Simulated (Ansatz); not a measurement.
# GeCClO2 (element-swapped structure, charge +1): how the settings move a single-point run

Aim: see which settings change the result for GeCClO2 (element-swapped structure, charge +1), by how much, and at what cost.

Method: reference: DFT r2SCAN, plane waves, PAW, scalar-relativistic, no spin polarisation, in Ansatz 0.2.0.

## (1) The structure to begin with

It takes space group C2/m (No. 12, monoclinic). The conventional cell has a = 5.665 Å, b = 5.599 Å, c = 8.983 Å, α = 90.00°, β = 95.23°, γ = 90.00°. C (site symmetry 2) has 2 O at 1.21 Å as nearest neighbours. Around Cl (site symmetry m) lie 5 Ge at 2.90 to 3.06 Å. O (site symmetry 1) has 1 C at 1.21 Å as nearest neighbours. Around Ge (site symmetry m) lie 4 O at 2.39 to 2.58 Å and 5 Cl at 2.90 to 3.06 Å.

Coordinates:

```cif
data_structure
_symmetry_space_group_name_H-M 'P 1'
_symmetry_Int_Tables_number 1
_cell_length_a 3.9823
_cell_length_b 3.9823
_cell_length_c 8.9834
_cell_angle_alpha 86.281
_cell_angle_beta 86.281
_cell_angle_gamma 89.324
_cell_volume 141.86
loop_
_atom_site_label
_atom_site_type_symbol
_atom_site_fract_x
_atom_site_fract_y
_atom_site_fract_z
_atom_site_occupancy
C1 C 0.63300 0.36700 0.50000 1
C2 C 0.36700 0.63300 0.50000 1
Cl1 Cl 0.27300 0.27300 0.88110 1
Cl2 Cl 0.72700 0.72700 0.11890 1
O1 O 0.78800 0.32800 0.61090 1
O2 O 0.67200 0.21200 0.38910 1
O3 O 0.21200 0.67200 0.38910 1
O4 O 0.32800 0.78800 0.61090 1
Ge1 Ge 0.77320 0.77320 0.77700 1
Ge2 Ge 0.22680 0.22680 0.22300 1
```

## (2) The reference run

Contents of input.yaml:

```yaml
crystal:
  lattice:
    - [2.832509, 2.799278, 0.0]
    - [2.832509, -2.799278, 0.0]
    - [0.819187, 0.0, -8.945972]
  atoms:
    - { symbol: C, position: [0.633, 0.367, 0.5] }
    - { symbol: C, position: [0.367, 0.633, 0.5] }
    - { symbol: Cl, position: [0.273, 0.273, 0.8811] }
    - { symbol: Cl, position: [0.727, 0.727, 0.1189] }
    - { symbol: O, position: [0.788, 0.328, 0.6109] }
    - { symbol: O, position: [0.672, 0.212, 0.3891] }
    - { symbol: O, position: [0.212, 0.672, 0.3891] }
    - { symbol: O, position: [0.328, 0.788, 0.6109] }
    - { symbol: Ge, position: [0.7732, 0.7732, 0.777] }
    - { symbol: Ge, position: [0.2268, 0.2268, 0.223] }
  symmetry: { tolerance: 0.0003 }
kpoints:
  mp_grid: { grid: [5, 5, 2], shift: [0, 0, 0] }
magnetization:
  spin_polarized: false
scf:
  occupations: { method: fermi_dirac }
hamiltonian:
  pseudopotentials: { kind: paw }
  xc: r2scan
total_charge: 1
basis:
  ecutwfc: 500
output:
  forces: true
  stress: true
  eigenvalues: true
```

The run is started by

```
ansatz run input.yaml --threads 1 --pin off --max-ram 2560MiB --backend cpu --events-out ev --progress --plain --runs-dir out
```

## (3) Variant: chi_scale 0.0, ecutwfc 700 eV

Changes to input.yaml since step 2:

```diff
@@ -23,2 +23,3 @@
   occupations: { method: fermi_dirac }
+  initial_density: { chi_scale: 0.0 }
 hamiltonian:
@@ -28,3 +29,3 @@
 basis:
-  ecutwfc: 500
+  ecutwfc: "700 eV"
 output:
```

## (4) Changing settings: mp_grid.grid [8, 8, 3]

Changes to input.yaml since step 2:

```diff
@@ -18,3 +18,3 @@
 kpoints:
-  mp_grid: { grid: [5, 5, 2], shift: [0, 0, 0] }
+  mp_grid: { grid: [8, 8, 3], shift: [0, 0, 0] }
 magnetization:
```

## (5) Again, with mp_grid.grid [4, 4, 2], xc lda, accuracy high

Changes to input.yaml since step 2:

```diff
@@ -18,3 +18,3 @@
 kpoints:
-  mp_grid: { grid: [5, 5, 2], shift: [0, 0, 0] }
+  mp_grid: { grid: [4, 4, 2], shift: [0, 0, 0] }
 magnetization:
@@ -25,3 +25,3 @@
   pseudopotentials: { kind: paw }
-  xc: r2scan
+  xc: lda
 total_charge: 1
@@ -33 +33,2 @@
   eigenvalues: true
+accuracy: high
```

## (6) Changing settings: chi_scale 0.0

Changes to input.yaml since step 2:

```diff
@@ -23,2 +23,3 @@
   occupations: { method: fermi_dirac }
+  initial_density: { chi_scale: 0.0 }
 hamiltonian:
```

Q: Predict the outcome of this session. Wanted: for each run, ending; energy change; pressure; gap; force.

The runs gave:

| run | ending | energy change | pressure (GPa) | gap (eV) | force (eV/Å) | cycles | time |
| --- | --- | --- | --- | --- | --- | --- | --- |
| reference | converged | 0 | 5.4 | 0.00 | 4.07 | 9 | 15 s |
| 1: chi_scale 0.0, ecutwfc 700 eV | converged | -2.7 meV/atom | 5.4 | 0.00 | 4.06 | 13 | 28 s |
| 2: mp_grid.grid [8, 8, 3] | converged | +0.6 meV/atom | 5.4 | 0.00 | 4.07 | 10 | 43 s |
| 3: mp_grid.grid [4, 4, 2], xc lda, accuracy high | converged | not comparable | 1.5 | 0.00 | 3.94 | 13 | 7.9 s |
| 4: chi_scale 0.0 | converged | 0.0 meV/atom | 5.4 | 0.00 | 4.07 | 13 | 18 s |

Residual by cycle in the longest SCF loop of each run; runs are numbered as in the table. The quantity is the density residual dr2, in eV.

| cycle | reference | run 1 | run 2 | run 3 | run 4 |
| --- | --- | --- | --- | --- | --- |
| 1 | 5.01 | 26.6 | 5.01 | 5.81 | 26.6 |
| 2 | 0.55 | 6.44 | 0.664 | 0.638 | 6.45 |
| 3 | 0.26 | 1.45 | 0.298 | 0.307 | 1.44 |
| 4 | 0.0246 | 0.105 | 0.0316 | 0.0317 | 0.105 |
| 5 | 0.00312 | 0.167 | 0.00429 | 0.00284 | 0.142 |
| 6 | 4.1e-4 | 0.0413 | 6.2e-4 | 4.8e-4 | 0.0336 |
| 8 | 6.1e-7 | 7.5e-4 | 9.9e-7 | 1.2e-5 | 5.8e-4 |
| 9 | 7.2e-8 | 5.2e-5 | 1.2e-7 | 1.5e-6 | 6.9e-5 |
| 10 | - | 4.7e-6 | 5.5e-9 | 1.5e-7 | 5.5e-6 |
| 11 | - | 9.6e-7 | - | 1.5e-8 | 8.6e-7 |
| 12 | - | 2.5e-7 | - | 6.9e-10 | 2.2e-7 |
| 13 | - | 2.3e-8 | - | 2.6e-11 | 2.5e-8 |

Among the runs that keep the physical model, «chi_scale 0.0, ecutwfc 700 eV» moves the energy most (-2.7 meV/atom) and «chi_scale 0.0» least (0.0 meV/atom). Of the variants the dearest is «mp_grid.grid [8, 8, 3]» (43 s), the cheapest «mp_grid.grid [4, 4, 2], xc lda, accuracy high» (7.9 s), on a shared host.

The reference is no final answer either: it is run without spin, though an odd electron count or open d shells could carry moments; its mesh is coarse for a cell with so small a gap or none; the charged cell sits in a uniform background, which enters energy and pressure; the cell is far from equilibrium (5 GPa, forces up to 4.1 eV/Å), so its values aren't those of the relaxed material; the structure is made up and not relaxed.
